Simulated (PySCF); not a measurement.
# [TaBr6]−: forces at shaken geometries

How stiff is [TaBr6]−? Its atoms are displaced at random by several amounts. The structure is generated, not taken from experiment.

The runs use PySCF 2.14.0; BP86, Ta def2-SVP with ECP60, Br def2-SVP; scalar-relativistic core potentials, no spin–orbit coupling.

5 further runs of the same task are left out: 2 for a known fault of the program, 3 that didn't finish.

**1. The system as given**

7 atoms, charge -1, spin multiplicity 1.

Bond lengths: Ta1–Br2 2.561 Å, Ta1–Br3 2.561 Å, Ta1–Br4 2.561 Å, Ta1–Br5 2.561 Å, Ta1–Br6 2.561 Å, Ta1–Br7 2.561 Å. Angles: Br2–Ta1–Br3 180.0°, Br2–Ta1–Br4 90.0°, Br2–Ta1–Br5 90.0°, Br2–Ta1–Br6 90.0°, Br2–Ta1–Br7 90.0°, Br3–Ta1–Br4 90.0°, Br3–Ta1–Br5 90.0°, Br3–Ta1–Br6 90.0°, Br3–Ta1–Br7 90.0°, Br4–Ta1–Br5 90.0°, Br4–Ta1–Br6 180.0°, Br4–Ta1–Br7 90.0°, Br5–Ta1–Br6 90.0°, Br5–Ta1–Br7 180.0°, Br6–Ta1–Br7 90.0°.

Geometry (Å):

```xyz
7

Ta    0.0000    0.0000    0.0000
Br    0.0000    0.0000    2.5609
Br    0.0000    0.0000   -2.5609
Br    2.5609    0.0000    0.0000
Br    0.0000    2.5609    0.0000
Br   -2.5609    0.0000    0.0000
Br    0.0000   -2.5609    0.0000
```

Formal oxidation states: Ta +5. An earlier session relaxed this geometry at BP86, Ta def2-SVP with ECP60, Br def2-SVP (singlet, point group Oh).

Its energy there is -15502.276932 Eh.

**2. Atoms moved at random, σ = 0.1 Å**

The input, run.py (the lines that set the calculation):

```python
mol = gto.M(atom='''
Ta     0.02828     0.15228     0.07624
Br    -0.00709     0.12518     2.57121
Br     0.01385    -0.01302    -2.78540
Br     2.60125    -0.06009     0.04891
Br    -0.03924     2.46398     0.00145
Br    -2.64728    -0.02899    -0.01804
Br     0.05022    -2.63932     0.10564''',
    basis={'Ta': 'def2-SVP', 'Br': 'def2-SVP'},
    ecp={'Ta': 'def2-SVP'},
    charge=-1, spin=0)
mf = dft.RKS(mol, xc='B88,P86')
mf.grids.atom_grid = (50, 194)
mf = mf.density_fit()  # fitting sets: Ta def2-universal-JKFIT, Br def2-universal-JKFIT
mf.conv_tol = 1e-08; mf.max_cycle = 55
mf.kernel(dm0)  # dm0: the density of the relaxed state
```

The run is started by

```
> OMP_NUM_THREADS=4 python run.py
```

**3. Atoms moved at random, σ = 0.15 Å**

The input, run.py (the lines that set the calculation):

```python
mol = gto.M(atom='''
Ta     0.18464    -0.10173    -0.17279
Br    -0.01258     0.00999     2.28115
Br     0.05736    -0.06067    -2.46133
Br     2.35106    -0.07536     0.20655
Br     0.00737     2.75795    -0.18311
Br    -2.48651     0.00833     0.03713
Br    -0.10134    -2.53851     0.29241''',
    basis={'Ta': 'def2-SVP', 'Br': 'def2-SVP'},
    ecp={'Ta': 'def2-SVP'},
    charge=-1, spin=0)
mf = dft.RKS(mol, xc='B88,P86')
mf.grids.atom_grid = (50, 194)
mf = mf.density_fit()  # fitting sets: Ta def2-universal-JKFIT, Br def2-universal-JKFIT
mf.conv_tol = 1e-08; mf.max_cycle = 55
mf.kernel(dm0)  # dm0: the density of the relaxed state
```

**4. Atoms moved at random, σ = 0.03 Å**

The input, run.py (the lines that set the calculation):

```python
mol = gto.M(atom='''
Ta     0.02618    -0.04676     0.01383
Br     0.00644     0.00240     2.54953
Br    -0.00490    -0.02923    -2.55589
Br     2.54395     0.01728     0.02697
Br    -0.03106     2.54632    -0.02778
Br    -2.56010     0.04970     0.01602
Br     0.01950    -2.53972    -0.02269''',
    basis={'Ta': 'def2-SVP', 'Br': 'def2-SVP'},
    ecp={'Ta': 'def2-SVP'},
    charge=-1, spin=0)
mf = dft.RKS(mol, xc='B88,P86')
mf.grids.atom_grid = (50, 194)
mf = mf.density_fit()  # fitting sets: Ta def2-universal-JKFIT, Br def2-universal-JKFIT
mf.conv_tol = 1e-08; mf.max_cycle = 55
mf.kernel(dm0)  # dm0: the density of the relaxed state
```

Q: Predict the outcome of this session. Wanted: for each run, σ; energy rise; harmonic estimate −½ F·u; largest force component.

**Answer**, as computed:

| σ (Å) | energy rise (eV) | harmonic estimate −½ F·u (eV) | largest force component (eV/Å) |
| --- | --- | --- | --- |
| 0.1 | 0.824 | 0.823 | 4.51 |
| 0.15 | 2.110 | 2.357 | 6.93 |
| 0.03 | 0.046 | 0.047 | 0.89 |

Every displacement raises the energy. For a harmonic well the rise equals −½ F·u; the two differ by at most 12 % here (a move with σ = 0.15 Å), from anharmonicity, the grid and the small forces left at the relaxed point. The largest moves cost over 1 eV, far outside the harmonic range, so agreement there can come from errors that cancel between squeezed and stretched bonds. These are double-zeta-type bases without diffuse functions. Spin–orbit coupling is left out.
